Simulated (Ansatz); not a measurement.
# C2H6ClNOSi: shift of H8 from N1 to O3, part 2 of 3

Aim: the minimum-energy path and barrier of the shift of H8 from N1 to O3. The ends are relaxed first, then joined by a nudged elastic band. SMILES of the start: NC(=O)[SiH2]CCl.

Ansatz 0.2.0; RKS B3LYP-D4/def2-SVP.

**5. The log goes on: end point B relaxed**

Output, continued:

```text
mean field -26099.03111967 eV, -959.1217030893 hartree, gradient 1.8e-5 eV, S^2 0.000000; 0 other end points of the search recorded, 0 dependent functions left out
the calculation of the forces begins
reference -26099.03139769 eV, -959.1217133063 hartree; 32, 32 occupied and 90, 90 virtual orbitals, 1309 factors
relax step  17: F+E_penalty+E_count = -26099.49062262 eV  Δ(F+E_penalty+E_count) = -3.670e-3 eV  max|allowed force component| = 4.085e-1 eV/Å  Δτ_max = 0.2000 Å  (29 SCF iters, accepted)
these checks for a lower state are left out or cut short: starts, cluster_reference, orbital_swaps, neighbouring_geometries, increment
1309 factors; integrals over basis functions are off by at most 4.0e-4 eV
mean field -26099.04250131 eV, -959.1221213568 hartree, gradient 2.2e-5 eV, S^2 0.000000; 0 other end points of the search recorded, 0 dependent functions left out
the calculation of the forces begins
reference -26099.04278152 eV, -959.1221316544 hartree; 32, 32 occupied and 90, 90 virtual orbitals, 1309 factors
relax step  18: F+E_penalty+E_count = -26099.50199169 eV  Δ(F+E_penalty+E_count) = -1.137e-2 eV  max|allowed force component| = 1.513e-1 eV/Å  Δτ_max = 0.1212 Å  (30 SCF iters, accepted)
these checks for a lower state are left out or cut short: starts, cluster_reference, orbital_swaps, neighbouring_geometries, increment
1309 factors; integrals over basis functions are off by at most 4.0e-4 eV
mean field -26099.04073745 eV, -959.1220565361 hartree, gradient 1.5e-5 eV, S^2 0.000000; 0 other end points of the search recorded, 0 dependent functions left out
the calculation of the forces begins
reference -26099.04101726 eV, -959.1220668190 hartree; 32, 32 occupied and 90, 90 virtual orbitals, 1309 factors
relax step  19: F+E_penalty+E_count = -26099.49842979 eV  Δ(F+E_penalty+E_count) = +3.562e-3 eV  max|allowed force component| = 5.227e-1 eV/Å  Δτ_max = 0.1957 Å  (30 SCF iters, rejected (line search))
these checks for a lower state are left out or cut short: starts, cluster_reference, orbital_swaps, neighbouring_geometries, increment
1309 factors; integrals over basis functions are off by at most 4.0e-4 eV
mean field -26099.04591887 eV, -959.1222469497 hartree, gradient 2.3e-5 eV, S^2 0.000000; 0 other end points of the search recorded, 0 dependent functions left out
the calculation of the forces begins
reference -26099.04619941 eV, -959.1222572593 hartree; 32, 32 occupied and 90, 90 virtual orbitals, 1309 factors
relax step  20: F+E_penalty+E_count = -26099.50435948 eV  Δ(F+E_penalty+E_count) = -2.368e-3 eV  max|allowed force component| = 9.818e-2 eV/Å  Δτ_max = 0.0977 Å  (30 SCF iters, accepted)
these checks for a lower state are left out or cut short: starts, cluster_reference, orbital_swaps, neighbouring_geometries, increment
1309 factors; integrals over basis functions are off by at most 4.0e-4 eV
mean field -26099.04876266 eV, -959.1223514573 hartree, gradient 9.0e-6 eV, S^2 0.000000; 0 other end points of the search recorded, 0 dependent functions left out
the calculation of the forces begins
reference -26099.04904272 eV, -959.1223617491 hartree; 32, 32 occupied and 90, 90 virtual orbitals, 1309 factors
relax step  21: F+E_penalty+E_count = -26099.50706528 eV  Δ(F+E_penalty+E_count) = -2.706e-3 eV  max|allowed force component| = 1.629e-1 eV/Å  Δτ_max = 0.0682 Å  (31 SCF iters, accepted)
these checks for a lower state are left out or cut short: starts, cluster_reference, orbital_swaps, neighbouring_geometries, increment
1309 factors; integrals over basis functions are off by at most 4.0e-4 eV
mean field evaluation 160: about -26099.0497 eV, gradient 4.2e-5 eV
mean field -26099.04972830 eV, -959.1223869439 hartree, gradient 2.3e-5 eV, S^2 0.000000; 0 other end points of the search recorded, 0 dependent functions left out
the calculation of the forces begins
reference -26099.05000793 eV, -959.1223972199 hartree; 32, 32 occupied and 90, 90 virtual orbitals, 1309 factors
relax step  22: F+E_penalty+E_count = -26099.50818914 eV  Δ(F+E_penalty+E_count) = -1.124e-3 eV  max|allowed force component| = 8.025e-2 eV/Å  Δτ_max = 0.0258 Å  (30 SCF iters, accepted)
these checks for a lower state are left out or cut short: starts, cluster_reference, orbital_swaps, neighbouring_geometries, increment
1309 factors; integrals over basis functions are off by at most 4.0e-4 eV
mean field -26099.05041766 eV, -959.1224122771 hartree, gradient 2.4e-5 eV, S^2 0.000000; 0 other end points of the search recorded, 0 dependent functions left out
the calculation of the forces begins
reference -26099.05069675 eV, -959.1224225335 hartree; 32, 32 occupied and 90, 90 virtual orbitals, 1309 factors
relax step  23: F+E_penalty+E_count = -26099.50889999 eV  Δ(F+E_penalty+E_count) = -7.109e-4 eV  max|allowed force component| = 7.106e-2 eV/Å  Δτ_max = 0.0408 Å  (30 SCF iters, accepted)
these checks for a lower state are left out or cut short: starts, cluster_reference, orbital_swaps, neighbouring_geometries, increment
1309 factors; integrals over basis functions are off by at most 4.0e-4 eV
mean field -26099.05083971 eV, -959.1224277873 hartree, gradient 2.4e-5 eV, S^2 0.000000; 0 other end points of the search recorded, 0 dependent functions left out
the calculation of the forces begins
reference -26099.05111816 eV, -959.1224380200 hartree; 32, 32 occupied and 90, 90 virtual orbitals, 1309 factors
relax step  24: F+E_penalty+E_count = -26099.50926372 eV  Δ(F+E_penalty+E_count) = -3.637e-4 eV  max|allowed force component| = 3.972e-2 eV/Å  Δτ_max = 0.0711 Å  (30 SCF iters, accepted)
these checks for a lower state are left out or cut short: starts, cluster_reference, orbital_swaps, neighbouring_geometries, increment
1309 factors; integrals over basis functions are off by at most 4.0e-4 eV
mean field -26099.05108536 eV, -959.1224368146 hartree, gradient 1.1e-5 eV, S^2 0.000000; 0 other end points of the search recorded, 0 dependent functions left out
the calculation of the forces begins
reference -26099.05136381 eV, -959.1224470475 hartree; 32, 32 occupied and 90, 90 virtual orbitals, 1309 factors
relax step  25: F+E_penalty+E_count = -26099.50944328 eV  Δ(F+E_penalty+E_count) = -1.796e-4 eV  max|allowed force component| = 2.001e-2 eV/Å  Δτ_max = 0.0058 Å  (25 SCF iters, accepted)
these checks for a lower state are left out or cut short: starts, cluster_reference, orbital_swaps, neighbouring_geometries, increment
1309 factors; integrals over basis functions are off by at most 4.0e-4 eV
mean field -26099.05098141 eV, -959.1224329946 hartree, gradient 1.7e-5 eV, S^2 0.000000; 0 other end points of the search recorded, 0 dependent functions left out
the calculation of the forces begins
reference -26099.05125985 eV, -959.1224432271 hartree; 32, 32 occupied and 90, 90 virtual orbitals, 1309 factors
relax step  26: F+E_penalty+E_count = -26099.50943803 eV  Δ(F+E_penalty+E_count) = +5.256e-6 eV  max|allowed force component| = 3.188e-2 eV/Å  Δτ_max = 0.0031 Å  (25 SCF iters, rejected (line search))
these checks for a lower state are left out or cut short: starts, cluster_reference, orbital_swaps, neighbouring_geometries, increment
1309 factors; integrals over basis functions are off by at most 4.0e-4 eV
mean field evaluation 192: about -26099.0510 eV, gradient 3.1e-5 eV
mean field -26099.05104359 eV, -959.1224352796 hartree, gradient 5.7e-5 eV, S^2 0.000000; 0 other end points of the search recorded, 0 dependent functions left out
the calculation of the forces begins
reference -26099.05132202 eV, -959.1224455119 hartree; 32, 32 occupied and 90, 90 virtual orbitals, 1309 factors
relax step  27: F+E_penalty+E_count = -26099.50948901 eV  Δ(F+E_penalty+E_count) = -4.573e-5 eV  max|allowed force component| = 4.506e-3 eV/Å  Δτ_max = 0.0015 Å  (21 SCF iters, accepted)
1309 factors; integrals over basis functions are off by at most 4.0e-4 eV
mean field -26099.05104359 eV, -959.1224352796 hartree, gradient 5.7e-5 eV, S^2 0.000000; 1 other end points of the search recorded, 0 dependent functions left out
the calculation of the forces begins
reference -26099.05132202 eV, -959.1224455119 hartree; 32, 32 occupied and 90, 90 virtual orbitals, 1309 factors
Total energy: -26099.50976745 eV, -959.1392930705 hartree
Atom 0 at     1.675079     0.922016    -1.322724 Å, force     0.001039     0.001976     0.000063 eV/Å
Atom 1 at     0.977452     0.009750    -0.778936 Å, force    -0.004506     0.000213     0.001438 eV/Å
Atom 2 at     0.956476    -1.230099    -1.327068 Å, force    -0.000340    -0.001428     0.002302 eV/Å
Atom 3 at    -0.134820     0.085610     0.776820 Å, force     0.001226    -0.001781    -0.000029 eV/Å
Atom 4 at    -1.815870    -0.656206     0.325577 Å, force     0.000653     0.000521     0.002225 eV/Å
Atom 5 at    -2.908431    -0.638700     1.771046 Å, force     0.002041     0.000183    -0.001587 eV/Å
Atom 6 at     1.602676     1.809381    -0.820280 Å, force    -0.000188    -0.002605    -0.000529 eV/Å
Atom 7 at     1.541322    -1.200079    -2.107952 Å, force     0.001136     0.002378    -0.000568 eV/Å
Atom 8 at     0.484849    -0.700581     1.876280 Å, force    -0.001375     0.000499    -0.001735 eV/Å
Atom 9 at    -0.271914     1.513600     1.171602 Å, force     0.000568     0.000039    -0.001077 eV/Å
Atom 10 at    -2.310856    -0.089354    -0.476226 Å, force     0.000195     0.000094    -0.000413 eV/Å
Atom 11 at    -1.706564    -1.697508    -0.009559 Å, force    -0.000449    -0.000089    -0.000089 eV/Å
Dipole moment:     0.073019     0.042567    -0.157233 e Å
```

Wall time 1.9 min (2 threads of Arm Neoverse V1, shared host); peak memory 0.3 GiB.

The steps of the relaxation:

| step | energy from step 1 (eV) | largest force component (eV/Å) |
| --- | --- | --- |
| 1 | 0.0000 | 7.8165 |
| 2 | -0.9226 | 3.8940 |
| 3 | -1.4055 | 1.6045 |
| 4 | -1.6880 | 0.8775 |
| 5 | -1.6972 | 0.9451 |
| 6 | -1.7182 | 0.4080 |
| 7 | -1.7246 | 0.2006 |
| 8 | -1.7276 | 0.0589 |
| 9 | -1.7280 | 0.0304 |
| 10 | -1.7281 | 0.0100 |
| 11 | -1.7283 | 0.0178 |
| 12 | -1.7286 | 0.0772 |
| 13 | -1.7289 | 0.1732 |
| 14 | -1.7298 | 0.1526 |
| 15 | -1.7314 | 0.3175 |
| 16 | -1.7342 | 0.3398 |
| 17 | -1.7379 | 0.4085 |
| 18 | -1.7493 | 0.1513 |
| 19x | -1.7457 | 0.5227 |
| 20 | -1.7516 | 0.0982 |
| 21 | -1.7544 | 0.1629 |
| 22 | -1.7555 | 0.0803 |
| 23 | -1.7562 | 0.0711 |
| 24 | -1.7565 | 0.0397 |
| 25 | -1.7567 | 0.0200 |
| 26x | -1.7567 | 0.0319 |
| 27 | -1.7568 | 0.0045 |

Step 1 is the start. 2 steps were tried and not accepted (marked x).

After: Bond lengths: N1–C2 1.271 Å, C2–O3 1.356 Å, C2–Si4 1.914 Å, Si4–C5 1.892 Å, C5–Cl6 1.812 Å, N1–H7 1.022 Å, O3–H8 0.976 Å, Si4–H9 1.487 Å, Si4–H10 1.488 Å, C5–H11 1.100 Å, C5–H12 1.099 Å. Angles (14 of 17 angles, heavy atoms first): N1–C2–O3 119.5°, N1–C2–Si4 129.7°, O3–C2–Si4 110.8°, C2–Si4–C5 107.9°, Si4–C5–Cl6 110.0°, C2–N1–H7 112.0°, C2–O3–H8 106.6°, C2–Si4–H9 109.7°, C2–Si4–H10 107.9°, C5–Si4–H9 109.8°, C5–Si4–H10 111.0°, Si4–C5–H11 111.8°, Si4–C5–H12 110.8°, Cl6–C5–H11 107.8°.

**6. The band**

crystal.atoms is end A as relaxed above, and neb.final_atoms is end B, turned to lie on A. With 7 inner images the band has 9 in all. The start path is listed, through a guess of the saddle.

The input, input.yaml:

```yaml
crystal:
  periodic: [false, false, false]
  atoms:
    - { symbol: "N", position_ang: [2.153744, 0.474845, -0.802622] }
    - { symbol: C, position_ang: [0.804469, 0.342983, -0.919191] }
    - { symbol: O, position_ang: [0.243962, 0.146265, -1.988877] }
    - { symbol: Si, position_ang: [-0.326659, 0.463904, 0.642738] }
    - { symbol: C, position_ang: [-1.564196, -0.949073, 0.438493] }
    - { symbol: Cl, position_ang: [-2.849207, -0.859303, 1.710984] }
    - { symbol: H, position_ang: [2.604552, 0.622373, 0.090901] }
    - { symbol: H, position_ang: [2.727426, 0.414793, -1.640175] }
    - { symbol: H, position_ang: [0.432021, 0.330864, 1.922221] }
    - { symbol: H, position_ang: [-1.02723, 1.774491, 0.609304] }
    - { symbol: H, position_ang: [-2.042384, -0.884604, -0.549057] }
    - { symbol: H, position_ang: [-1.079497, -1.932735, 0.51928] }
basis:
  gaussian: { orbitals: def2-SVP }
hamiltonian:
  xc: b3lyp
  dispersion: d4
neb:
  order_check: false
  images: 7
  f_tol: 0.05
  max_iterations: 60
  final_atoms:
    - { symbol: "N", position_ang: [1.78601211, 1.31104051, -1.0840361] }
    - { symbol: C, position_ang: [1.18332819, 0.32039302, -0.56441343] }
    - { symbol: O, position_ang: [1.44233368, -0.9307289, -1.01798186] }
    - { symbol: Si, position_ang: [-0.1241875, 0.28131286, 0.83278231] }
    - { symbol: C, position_ang: [-1.5827668, -0.76460454, 0.23408076] }
    - { symbol: Cl, position_ang: [-2.84656075, -0.86332081, 1.52886127] }
    - { symbol: H, position_ang: [1.50049509, 2.1969137, -0.66116787] }
    - { symbol: H, position_ang: [2.11324582, -0.83952025, -1.72103502] }
    - { symbol: H, position_ang: [0.46472211, -0.3269371, 2.05512257] }
    - { symbol: H, position_ang: [-0.54836973, 1.6819536, 1.10125575] }
    - { symbol: H, position_ang: [-2.05324862, -0.33492459, -0.66215713] }
    - { symbol: H, position_ang: [-1.25800261, -1.7867745, -0.00731226] }
  initial_path:
    images:
      - { positions_ang: [[2.153744, 0.474845, -0.802622], [0.804469, 0.342983, -0.919191], [0.243962, 0.146265, -1.988877], [-0.326659, 0.463904, 0.642738], [-1.564196, -0.949073, 0.438493], [-2.849207, -0.859303, 1.710984], [2.604552, 0.622373, 0.090901], [2.727426, 0.414793, -1.640175], [0.432021, 0.330864, 1.922221], [-1.02723, 1.774491, 0.609304], [-2.042384, -0.884604, -0.549057], [-1.079497, -1.932735, 0.51928]] }
      - { positions_ang: [[2.17542061, 0.57682117, -0.78995096], [0.86525599, 0.29894958, -0.88719968], [0.37327179, -0.03888074, -1.9229819], [-0.27939695, 0.41846017, 0.63787403], [-1.58081839, -0.92854808, 0.4010887], [-2.83684062, -0.82674527, 1.69517285], [2.56562561, 0.85854093, 0.06598495], [2.50102865, 0.3364158, -1.64546132], [0.44120452, 0.2352415, 1.93013047], [-0.93740453, 1.75170567, 0.65646429], [-2.07578838, -0.81346086, -0.55977178], [-1.13455729, -1.92369687, 0.45264934]] }
      - { positions_ang: [[2.19709723, 0.67879734, -0.77727992], [0.92604297, 0.25491616, -0.85520835], [0.50258158, -0.22402649, -1.85708679], [-0.2321349, 0.37301635, 0.63301006], [-1.59744079, -0.90802316, 0.3636844], [-2.82447424, -0.79418754, 1.67936169], [2.52669922, 1.09470886, 0.0410689], [2.27463129, 0.2580386, -1.65074764], [0.45038804, 0.13961901, 1.93803993], [-0.84757905, 1.72892035, 0.70362458], [-2.10919277, -0.74231773, -0.57048656], [-1.18961757, -1.91465875, 0.38601869]] }
      - { positions_ang: [[2.21877384, 0.78077351, -0.76460888], [0.98682996, 0.21088273, -0.82321703], [0.63189137, -0.40917223, -1.79119169], [-0.18487286, 0.32757252, 0.62814609], [-1.61406318, -0.88749824, 0.32628011], [-2.81210786, -0.76162981, 1.66355054], [2.48777283, 1.33087679, 0.01615285], [2.04823394, 0.1796614, -1.65603396], [0.45957156, 0.04399651, 1.9459494], [-0.75775358, 1.70613502, 0.75078488], [-2.14259715, -0.67117459, -0.58120133], [-1.24467786, -1.90562062, 0.31938803]] }
      - { positions_ang: [[2.24045045, 0.88274968, -0.75193784], [1.04761694, 0.16684931, -0.79122571], [0.76120116, -0.59431797, -1.72529658], [-0.13761081, 0.2821287, 0.62328212], [-1.63068558, -0.86697332, 0.28887581], [-2.79974148, -0.72907208, 1.64773938], [2.44884643, 1.56704472, -0.0087632], [1.82183658, 0.10128421, -1.66132028], [0.46875507, -0.05162598, 1.95385887], [-0.6679281, 1.68334969, 0.79794517], [-2.17600154, -0.60003146, -0.59191611], [-1.29973815, -1.89658249, 0.25275737]] }
      - { positions_ang: [[2.12684087, 0.98982238, -0.8349624], [1.08154475, 0.20523524, -0.73452264], [0.93148429, -0.6784207, -1.5484679], [-0.13425498, 0.28192474, 0.67565716], [-1.61870588, -0.84138113, 0.27517705], [-2.8114463, -0.76263426, 1.61801985], [2.2117586, 1.72451197, -0.17186436], [1.89468889, -0.13391691, -1.67624896], [0.46774683, -0.12045376, 1.97917479], [-0.63803851, 1.68300067, 0.87377282], [-2.14531331, -0.53375474, -0.60947637], [-1.28930426, -1.86913049, 0.18773996]] }
      - { positions_ang: [[2.01323128, 1.09689509, -0.91798697], [1.11547257, 0.24362117, -0.67781957], [1.10176742, -0.76252344, -1.37163922], [-0.13089915, 0.28172078, 0.72803221], [-1.60672619, -0.81578893, 0.26147829], [-2.82315111, -0.79619644, 1.58830033], [1.97467076, 1.88197921, -0.33496553], [1.9675412, -0.36911802, -1.69117765], [0.46673859, -0.18928154, 2.00449072], [-0.60814891, 1.68265165, 0.94960046], [-2.11462508, -0.46747802, -0.62703662], [-1.27887038, -1.8416785, 0.12272255]] }
      - { positions_ang: [[1.8996217, 1.2039678, -1.00101153], [1.14940038, 0.2820071, -0.6211165], [1.27205055, -0.84662617, -1.19481054], [-0.12754333, 0.28151682, 0.78040726], [-1.59474649, -0.79019674, 0.24777953], [-2.83485593, -0.82975863, 1.5585808], [1.73758293, 2.03944646, -0.4980667], [2.04039351, -0.60431914, -1.70610634], [0.46573035, -0.25810932, 2.02980664], [-0.57825932, 1.68230262, 1.02542811], [-2.08393685, -0.40120131, -0.64459688], [-1.26843649, -1.8142265, 0.05770515]] }
      - { positions_ang: [[1.78601211, 1.31104051, -1.0840361], [1.18332819, 0.32039302, -0.56441343], [1.44233368, -0.9307289, -1.01798186], [-0.1241875, 0.28131286, 0.83278231], [-1.5827668, -0.76460454, 0.23408076], [-2.84656075, -0.86332081, 1.52886127], [1.50049509, 2.1969137, -0.66116787], [2.11324582, -0.83952025, -1.72103502], [0.46472211, -0.3269371, 2.05512257], [-0.54836973, 1.6819536, 1.10125575], [-2.05324862, -0.33492459, -0.66215713], [-1.25800261, -1.7867745, -0.00731226]] }
```

Run with:

```
ansatz run input.yaml --threads 2 --pin off --max-ram 3072MiB --backend cpu --events-out ev --progress --plain --runs-dir out
```

Output, cut to the lines that bear on the results:

```text
Warning: RAYON_NUM_THREADS=2 ignored (pool sized by the plan → 2); use --threads N
[...]
[... 1 set-up line as earlier in the session ...]
[...]
1308 factors; integrals over basis functions are off by at most 4.0e-4 eV
[...]
mean field -26099.62014124 eV, -959.1433492327 hartree, gradient 5.0e-5 eV, S^2 0.000000; 0 other end points of the search recorded, 0 dependent functions left out
[...]
Atom 8 at     0.410417    -0.110944     2.057765 Å, force     0.007008    -0.002150    -0.000441 eV/Å
Atom 9 at    -0.730053     1.719713     0.929349 Å, force     0.005088     0.005154    -0.006007 eV/Å
Atom 10 at    -2.109924    -0.547231    -0.631977 Å, force    -0.004552    -0.001129    -0.000026 eV/Å
Atom 11 at    -1.281888    -1.878442     0.202202 Å, force    -0.000101     0.001174    -0.002240 eV/Å
Dipole moment:     0.254212     0.286289     0.142974 e Å
this run last wrote the band of iteration 9 to <dir>
```

Wall time 4.4 min (2 threads of Arm Neoverse V1, shared host); peak memory 0.31 GiB.

[end of part 2 of 3]
